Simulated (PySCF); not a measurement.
# C2H7LiN: the cost of one run

Computed with PySCF 2.14.0. Level: levels as typed in each script, gas phase, geometry from GFN2-xTB.

## 1. The system as given

SMILES `[Li+].CNC`, 11 atoms, charge 1, spin multiplicity 1.

Bond lengths: C2–N3 1.417 Å, C2–H5 1.086 Å, C2–H6 1.094 Å, C2–H7 1.148 Å, N3–C4 1.418 Å, N3–H8 1.015 Å, C4–H9 1.094 Å, C4–H10 1.086 Å, C4–H11 1.148 Å. Angles: N3–C2–H5 110.3°, N3–C2–H6 109.9°, N3–C2–H7 111.8°, H5–C2–H6 108.4°, H5–C2–H7 107.9°, H6–C2–H7 108.4°, C2–N3–C4 115.4°, C2–N3–H8 112.1°, C4–N3–H8 112.1°, N3–C4–H9 109.9°, N3–C4–H10 110.3°, N3–C4–H11 111.8°, H9–C4–H10 108.4°, H9–C4–H11 108.4°, H10–C4–H11 107.9°.

Coordinates:

```csv
atom,x (Å),y (Å),z (Å)
Li1,0.0195,-2.6608,-0.1992
C2,-1.1987,0.1088,0.1192
N3,-0.0060,0.8342,-0.1253
C4,1.1970,0.1254,0.1192
H5,-2.0664,0.7181,-0.1184
H6,-1.2535,-0.1741,1.1744
H7,-1.2547,-0.8463,-0.5153
H8,-0.0092,1.2792,-1.0374
H9,1.2557,-0.1568,1.1745
H10,2.0561,0.7466,-0.1183
H11,1.2662,-0.8289,-0.5153
```

## 2. Binding of the two fragments (PBE/def2-svpd)

input.py

```python
import numpy as np
from pyscf import gto, scf, dft
from pyscf.scf import atom_ks, atom_hf
from scipy.linalg import block_diag
from pyscf.dispersion import dftd3

def solve(mol, dm0=None, hcore=None):
    mf = (dft.UKS if mol.spin else dft.RKS)(mol, xc='pbe')
    mf.grids.level = 3
    mf = mf.density_fit(auxbasis='def2-universal-jkfit')
    mf.conv_tol, mf.max_cycle = 1e-8, 80
    if hcore is not None:
        mf.get_hcore = lambda *args: hcore
    mf.kernel(dm0)
    if not mf.converged:
        mf = mf.newton().run(mf.mo_coeff, mf.mo_occ, max_cycle=30)
    assert mf.converged, 'SCF not converged'
    return mf

mol = gto.M(atom='''
Li     0.01954    -2.66077    -0.19916
C     -1.19875     0.10883     0.11919
N     -0.00603     0.83417    -0.12530
C      1.19698     0.12540     0.11921
H     -2.06638     0.71808    -0.11836
H     -1.25354    -0.17411     1.17444
H     -1.25471    -0.84634    -0.51535
H     -0.00919     1.27923    -1.03739
H      1.25567    -0.15675     1.17446
H      2.05611     0.74659    -0.11832
H      1.26617    -0.82890    -0.51532
''', basis='def2-svpd', charge=1, spin=0, verbose=4)
mol_a = gto.M(atom='''
Li     0.01954    -2.66077    -0.19916
ghost-C     -1.19875     0.10883     0.11919
ghost-N     -0.00603     0.83417    -0.12530
ghost-C      1.19698     0.12540     0.11921
ghost-H     -2.06638     0.71808    -0.11836
ghost-H     -1.25354    -0.17411     1.17444
ghost-H     -1.25471    -0.84634    -0.51535
ghost-H     -0.00919     1.27923    -1.03739
ghost-H      1.25567    -0.15675     1.17446
ghost-H      2.05611     0.74659    -0.11832
ghost-H      1.26617    -0.82890    -0.51532
''', basis='def2-svpd', charge=1, spin=0, verbose=4)
mol_b = gto.M(atom='''
ghost-Li     0.01954    -2.66077    -0.19916
C     -1.19875     0.10883     0.11919
N     -0.00603     0.83417    -0.12530
C      1.19698     0.12540     0.11921
H     -2.06638     0.71808    -0.11836
H     -1.25354    -0.17411     1.17444
H     -1.25471    -0.84634    -0.51535
H     -0.00919     1.27923    -1.03739
H      1.25567    -0.15675     1.17446
H      2.05611     0.74659    -0.11832
H      1.26617    -0.82890    -0.51532
''', basis='def2-svpd', charge=0, spin=0, verbose=4)
ab, a, b = solve(mol), solve(mol_a), solve(mol_b)
e_int = ab.e_tot - a.e_tot - b.e_tot
print('counterpoise-corrected interaction energy / kcal/mol', e_int * 627.5095)
def disp(atoms, charge):
    m = gto.M(atom=atoms, charge=charge, basis='sto-3g', spin=None, unit='Bohr', verbose=0)
    return dftd3.DFTD3Dispersion(m, xc='pbe', version='d3bj').get_dispersion()['energy']
e_disp = disp(mol._atom, mol.charge) - disp(mol._atom[:1], mol_a.charge) - disp(mol._atom[1:], mol_b.charge)
print('D3(BJ) part / kcal/mol', e_disp * 627.5095)
# spherically averaged free atoms, for the promolecule
atm = atom_ks.get_atm_nrks(mol, xc='pbe')
pro = block_diag(*[(atm[a[0]][2] * atm[a[0]][3]) @ atm[a[0]][2].T for a in mol._atom])
np.savez('result.npz', e_int=e_int, e_disp=e_disp, dm_a=a.make_rdm1(), dm_b=b.make_rdm1(), c=ab.mo_coeff, occ=ab.mo_occ, eps=ab.mo_energy, pro=pro, d=[f.dip_moment(verbose=0) for f in (ab, a, b)])
```

Started as:

```bash
> OMP_NUM_THREADS=1 python input.py
```

Q: Estimate wall time and peak memory on 1 thread of Arm Neoverse V1, shared host.

About 33 s, with a peak of 0.48 GiB.
